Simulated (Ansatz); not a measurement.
# SnO: vertical ionisation energy

One table from this session's results is given with a row withheld; the runs are named, their logs left out.

Computed with Ansatz 0.2.0, Gaussian basis. Level: unrestricted cation, the program's frozen cores in correlated methods.

The runs, in order: UKS PBE-D4/def2-TZVPP; UKS r2SCAN-D4/def2-TZVPP; UKS PBE0-D4/def2-TZVPP; UKS B3LYP-D4/def2-TZVPP; UKS wB97X-V/def2-TZVPP; UKS wB97M-V/def2-TZVPP; UKS B2PLYP/def2-TZVPP; UHF-CCSD(T)/def2-TZVPP; UHF-CCSD(T)/def2-QZVPP; extrapolation to the limit; then −ε(HOMO) from the neutral's earlier runs with LDA (SPW92), PBE-D4, revPBE-D4, BLYP-D4, r2SCAN-D4, B97M-V, PBE0-D4, B3LYP-D4, r2SCANh-D4, r2SCAN0-D4, HSE06-D4, BHLYP-D4, CAM-B3LYP-D4, LC-ωPBE, ωB97X-V, ωB97M-V.

## The relaxed structure

The geometry comes from an earlier relaxation with PBE0-D4 in a triple-zeta def2 set; it is a stationary point. Sn takes the def2 core potential; no spin-orbit term is included.

2 atoms, charge 0, spin multiplicity 1.

Atoms are counted from 1 here; the program's logs count them from 0.

Bond lengths: O1–Sn2 1.818 Å.

As a file:

```xyz
2
charge 0, multiplicity 1
O     0.0000    0.0000   -0.0071
Sn    0.0000    0.0000    1.8107
```

The first run:

Contents of in.yaml:

```yaml
crystal:
  periodic: [false, false, false]
  atoms:
    - {symbol: O, position_ang: [-0.000000, 0.000000, -0.007106]}
    - {symbol: Sn, position_ang: [0.000000, -0.000000, 1.810686]}
basis:
  gaussian: {orbitals: def2-TZVPP}
total_charge: 1
magnetization: {spin_polarized: true, initial_magnetization: 1}
hamiltonian: {xc: pbe, dispersion: d4}
```

On the command line:

```sh
$ ansatz run in.yaml --threads 2 --pin off --events-out ev --progress --plain --max-ram 32768MiB --backend cpu
```

Steps of the session up to this table: Cation, UKS PBE-D4/def2-TZVPP; Cation, UKS r2SCAN-D4/def2-TZVPP; Cation, UKS PBE0-D4/def2-TZVPP; Cation, UKS B3LYP-D4/def2-TZVPP; Cation, UKS wB97X-V/def2-TZVPP; Cation, UKS wB97M-V/def2-TZVPP; Cation, UKS B2PLYP (frozen core)/def2-TZVPP; Cation, UHF-CCSD(T)/def2-TZVPP; Cation, UHF-CCSD(T)/def2-QZVPP.

One table of the session follows, with a row left open; its other results are not shown here.

Orbital estimates, from the neutral's runs:

| functional | −ε(HOMO) (eV) |
| --- | --- |
| LDA (SPW92) | 6.64 |
| PBE-D4 | 6.40 |
| revPBE-D4 | 6.32 |
| BLYP-D4 | 6.29 |
| r2SCAN-D4 | 6.69 |
| B97M-V | 6.57 |
| PBE0-D4 | 7.64 |
| B3LYP-D4 | 7.45 |
| r2SCANh-D4 | 7.16 |
| r2SCAN0-D4 | ? |
| HSE06-D4 | 7.24 |
| BHLYP-D4 | 8.78 |
| CAM-B3LYP-D4 | 8.97 |
| LC-ωPBE | 10.16 |
| ωB97X-V | 9.87 |
| ωB97M-V | 9.85 |

Q: Estimate the row for r2SCAN0-D4 from the others.

Worked estimate for «−ε(HOMO) (eV)». Against the share of exact exchange, r2SCAN-D4 (0, 6.69), r2SCANh-D4 (0.1, 7.16) give a slope of 4.70 per unit share; at 0.25 the line stands at 7.86.

As computed: −ε(HOMO) (eV): 7.86. In «−ε(HOMO) (eV)» the line misses by 0.00.
